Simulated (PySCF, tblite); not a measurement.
**C₂H₁₇BN₂Si₃: geometry, infrared bands and NMR shifts**

Aim: predict the infrared bands and NMR shifts of C₂H₁₇BN₂Si₃ (`[SiH3]NCC[B@@H-]([SiH3])[NH2+][SiH3]`).

The runs use tblite 0.8.0 and PySCF 2.14.0, with density-fitted response routines of our own; the level of theory stands in each step. All values are computed, except where a source is named. Atoms are numbered from 0 throughout.

## 1. The starting structure

25 atoms, charge 0, multiplicity 1; geometry from: force field or distance geometry start.

Bonds of the start (Å): Si0–N1 1.79, N1–C2 1.47, C2–C3 1.53, C3–B4 1.57, B4–Si5 1.97, B4–N6 1.49, N6–Si7 1.77, Si0–H8 1.49, Si0–H9 1.47, Si0–H10 1.45, N1–H11 1.03, C2–H12 1.10, C2–H13 1.11, C3–H14 1.12, C3–H15 1.08, B4–H16 1.21, Si5–H17 1.47, Si5–H18 1.47, Si5–H19 1.46, N6–H20 1.05, N6–H21 1.07, Si7–H22 1.46, Si7–H23 1.48, Si7–H24 1.47.

## 2. Optimising the geometry with GFN2-xTB

What the job is given:

```
{"job": {"kind": "relax", "xc": "GFN2-xTB", "basis": "xTB"}, "charge": 0, "multiplicity": 1}
Si     3.595400     0.838900     0.901000
N      2.275500     0.659500    -0.299500
C      1.120900    -0.040600     0.281100
C      0.134300    -0.082600    -0.890900
B     -1.227200    -0.789300    -0.551800
Si    -0.926100    -2.482600     0.399700
N     -2.225000    -0.025500     0.249900
Si    -2.466400     1.671600    -0.204100
H      4.528300    -0.317300     0.810200
H      4.391000     2.009900     0.490200
H      3.136800     1.054100     2.261100
H      1.985200     1.561400    -0.709100
H      1.464700    -1.037400     0.591400
H      0.720900     0.558400     1.123200
H      0.646800    -0.738100    -1.640900
H      0.078100     0.895500    -1.353100
H     -1.748300    -1.099200    -1.596000
H     -0.010200    -3.335200    -0.376900
H     -0.374700    -2.115600     1.713200
H     -2.245400    -3.086900     0.586600
H     -1.974800    -0.053400     1.268300
H     -3.164200    -0.511100     0.113500
H     -1.232600     2.340600    -0.621400
H     -3.559700     1.775000    -1.203600
H     -2.934400     2.374000     1.003300
```

On the command line:

```
$ OMP_NUM_THREADS=1 python probes_run.py task.json out
```

The driver reads the jobs from task.json and runs them one after another.

**Question.** This job is followed by: GFN2-xTB harmonic vibrations, gas phase; GIAO PBE0/pcSseg-1 NMR shielding, non-relativistic, gas phase. Predict these results of the whole session: strongest single infrared mode (GFN2-xTB); zero-point energy (GFN2-xTB); ¹³C shifts against TMS (PBE0/pcSseg-1); ¹H shifts against TMS (PBE0/pcSseg-1, means over atoms taken as alike); ²⁹Si shifts against TMS (PBE0/pcSseg-1); ¹⁵N shifts against NH3 (PBE0/pcSseg-1); ¹¹B shifts against BF3·OEt2 (PBE0/pcSseg-1).

The runs gave:

```
                                                              quantity                                                                  value
                             strongest single infrared mode (GFN2-xTB)                                                  2049 cm⁻¹, 576 km/mol
                                          zero-point energy (GFN2-xTB)                                                         115.3 kcal/mol
                                ¹³C shifts against TMS (PBE0/pcSseg-1)                                                         47.7, 30.1 ppm
¹H shifts against TMS (PBE0/pcSseg-1, means over atoms taken as alike)  4.67, 4.66, 3.18, 2.93, 2.82, 2.70, 2.06, 2.03, 1.24, 1.01, -0.50 ppm
                               ²⁹Si shifts against TMS (PBE0/pcSseg-1)                                               -44.6, -60.8, -108.7 ppm
                                ¹⁵N shifts against NH3 (PBE0/pcSseg-1)                                                         31.7, 31.3 ppm
                           ¹¹B shifts against BF3·OEt2 (PBE0/pcSseg-1)                                                              -15.8 ppm
```

**Reading.** Relaxing lowered the energy by 1.237 eV in 126 steps; the close pair that moved most is B4–N6, from 1.491 to 1.691 Å. All 69 modes are real, so the xTB geometry is a minimum. The strongest single mode, at 2049 cm⁻¹, moves mainly H18. GFN2-xTB is a fitted tight-binding method: band positions and strengths are rough. Its intensities can rank the bands wrongly. C2 (sp3 CH2 bonded to N) lies farthest downfield among carbon, at 47.7 ppm; deshielded by the electronegative neighbour. At PBE0/pcSseg-1: The largest span, 120 ppm, is at Si0, where the paramagnetic term is -470 ppm.
